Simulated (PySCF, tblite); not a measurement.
# C₆H₇N₂S radical: geometry, infrared bands and EPR parameters

Aim: predict the infrared bands and EPR parameters of C₆H₇N₂S radical (`[H]/[C]=C(/C)Cc1cnsn1`).

Computed with tblite 0.8.0 and PySCF 2.14.0, with density-fitted response routines of our own, on a single molecule in the gas phase. Atoms count from 0, in the outputs and in this text.

### 1 Starting geometry

16 atoms, charge 0, multiplicity 2; geometry from: force field or distance geometry start.

Bonds of the start (Å): C0–C1 1.30, C1–C2 1.51, C1–C3 1.52, C3–C4 1.50, C4–C5 1.43, C5–N6 1.34, N6–S7 1.67, S7–N8 1.68, N8–C4 1.34, C0–H9 1.07, C2–H10 1.10, C2–H11 1.10, C2–H12 1.08, C3–H13 1.09, C3–H14 1.09, C5–H15 1.09.

### 2 Geometry optimisation with GFN2-xTB

Job settings and geometry (Å):

```
{"job": {"kind": "relax", "xc": "GFN2-xTB", "basis": "xTB"}, "charge": 0, "multiplicity": 2}
C     -1.219800     1.720400     0.714800
C     -1.112000     0.576800     0.098900
C     -1.818200    -0.663700     0.589600
C     -0.245800     0.401600    -1.133100
C      1.039300    -0.313600    -0.822800
C      2.154500     0.236900    -0.123400
N      3.213100    -0.565900     0.018300
S      2.763100    -1.987000    -0.731000
N      1.224700    -1.574400    -1.250300
H     -1.341700     2.657400     1.221300
H     -2.431100    -1.091700    -0.223400
H     -2.506300    -0.436700     1.420400
H     -1.119100    -1.413800     0.941000
H     -0.009800     1.371900    -1.568900
H     -0.817900    -0.141400    -1.886900
H      2.219400     1.232200     0.314700
```

Command:

```sh
$ OMP_NUM_THREADS=1 python probes_run.py task.json out
```

The driver reads the jobs from task.json and runs them one after another.

**Question.** This job is followed by: GFN2-xTB harmonic vibrations, gas phase; UKS B3LYP, pcH-1 on C H N S, non-relativistic, mean-field spin-orbit, GIAO. What will the session give for the following? strongest single infrared mode (GFN2-xTB); zero-point energy (GFN2-xTB); g(iso) (B3LYP); ⟨S²⟩; largest a(iso) (averaged by class); surface potential, 1st and 99th percentile.

As calculated:

| quantity | value |
| --- | --- |
| strongest single infrared mode (GFN2-xTB) | 678 cm⁻¹, 110 km/mol |
| zero-point energy (GFN2-xTB) | 72.9 kcal/mol |
| g(iso) (B3LYP) | 2.00222 |
| ⟨S²⟩ | 0.759 (exact 0.75) |
| largest a(iso) (averaged by class) | 13C on C0, 289.2 MHz |
| surface potential, 1st and 99th percentile | -1.36 V and 1.28 V |

What this shows: The optimisation took 106 steps and gained 0.400 eV; among the close pairs (by a distance rule), S7–N8 changed most, from 1.675 to 1.622 Å. No mode is imaginary among the 42: a minimum at this level. The strongest single mode, at 678 cm⁻¹, moves mainly H9 and C0. Unscaled tight-binding wavenumbers are off by several per cent, some by more. Its intensities can rank the bands wrongly. Most of the unpaired spin sits on C0 (1.04 e). The isotropic g lies 0.1 ppt below the free-electron value.
